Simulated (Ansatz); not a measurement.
Working through an equation of state with a fit of TiO₂, space group P4_2/mnm

Computed with the Python package of Ansatz (0.2.0).

Run as a notebook:

**Cell 1**
```python
from dataclasses import dataclass
import warnings

import ansatz
import numpy as np
```

**Cell 2**
```python
@dataclass
class Options:
    ecut: int = 500
    kgrid: tuple[int, ...] = (4, 4, 6)
```

**Cell 3**
```python
opts = Options()
```

**Cell 4**
```python
VECTORS = np.array([
    [4.5922, 0.0, 0.0],
    [0.0, 4.5922, 0.0],
    [0.0, 0.0, 2.9574],
])
SITES = [
    ("Ti", (0.0, 0.0, 0.0)),
    ("Ti", (0.5, 0.5, 0.5)),
    ("O", (0.30496, 0.30496, 0.0)),
    ("O", (0.19504, 0.80496, 0.5)),
    ("O", (0.69504, 0.69504, 0.0)),
    ("O", (0.80496, 0.19504, 0.5)),
]
```

**Cell 5**
```python
def build(cell):
    crystal = ansatz.Crystal(lattice=ansatz.Lattice.of(cell))
    for symbol, position in SITES:
        crystal = crystal.atom(symbol, position)
    return crystal
```

**Cell 6**
```python
warnings.simplefilter("ignore", ansatz.DeckWarning)
```

**Cell 7**
```python
# scale the volume, keep shape and fractions
volumes, energies = [], []
for scale in np.linspace(0.92, 1.08, 7):
    cell = VECTORS * scale ** (1 / 3)
    setup = (
        build(cell).calculation()
        .pseudopotentials("paw")
        .occupations(ansatz.OccupationsMethod.FIXED)  # no smearing
        .basis(opts.ecut)  # a bare number is in eV
        .kpoints(*opts.kgrid)
    )
    report = setup.run().report
    volumes.append(abs(np.linalg.det(cell)) / len(SITES))
    energies.append(report["free_energy_ev"] / len(SITES))
    print(f"V = {volumes[-1]:8.4f} A^3/atom  F = {energies[-1]:.5f} eV/atom")
```
Output:
```text
V =   9.5629 A^3/atom  F = -1212.79532 eV/atom
V =   9.8401 A^3/atom  F = -1212.83930 eV/atom
V =  10.1172 A^3/atom  F = -1212.86800 eV/atom
V =  10.3944 A^3/atom  F = -1212.88339 eV/atom
V =  10.6716 A^3/atom  F = -1212.88719 eV/atom
V =  10.9488 A^3/atom  F = -1212.88091 eV/atom
V =  11.2260 A^3/atom  F = -1212.86584 eV/atom
```

**Cell 8**
```python
# third-order Birch-Murnaghan: a cubic in V^(-2/3)
x = np.array(volumes) ** (-2 / 3)
poly = np.polynomial.Polynomial.fit(x, energies, 3).convert()
roots = poly.deriv().roots()
x0 = min((r.real for r in roots if abs(r.imag) < 1e-9 and poly.deriv(2)(r.real) > 0), key=lambda r: abs(r - x.mean()))
v0 = x0 ** -1.5
b0 = 4 / 9 * poly.deriv(2)(x0) * v0 ** (-7 / 3) * 160.21766
b1 = 4 + 2 / 3 * x0 * poly.deriv(3)(x0) / poly.deriv(2)(x0)
print(f"V0 = {v0:.4f} A^3/atom, B0 = {b0:.1f} GPa, dB/dP = {b1:.2f}")
```
Output:
```text
V0 = 10.6317 A^3/atom, B0 = 227.8 GPa, dB/dP = 4.27
```

A third-order Birch-Murnaghan fit through the 7 points has its minimum at 10.63 Å³ an atom, 2.3 % above the typed cell, with a bulk modulus of 228 GPa and dB/dP = 4.3. From that minimum the energy rises by 92.0 meV an atom on the compressed side and 21.5 meV on the expanded side.

What to keep in mind:
- Absolute energies stand on the zero of these potentials, so only differences at equal settings mean something.
- Spin is left out of this run.
- Shape and fractional positions are held along the curve, so the bulk modulus is an upper value where they are free to relax.
- No functional is typed, so the default, PBE, holds.
- The starting cell is as deposited in a crystallographic database; the results hold for this polymorph, which needn't be the stable one.
- The whole script took 13 s on 1 thread of Arm Neoverse V2, with other jobs on the host, peak memory 0.41 GiB.
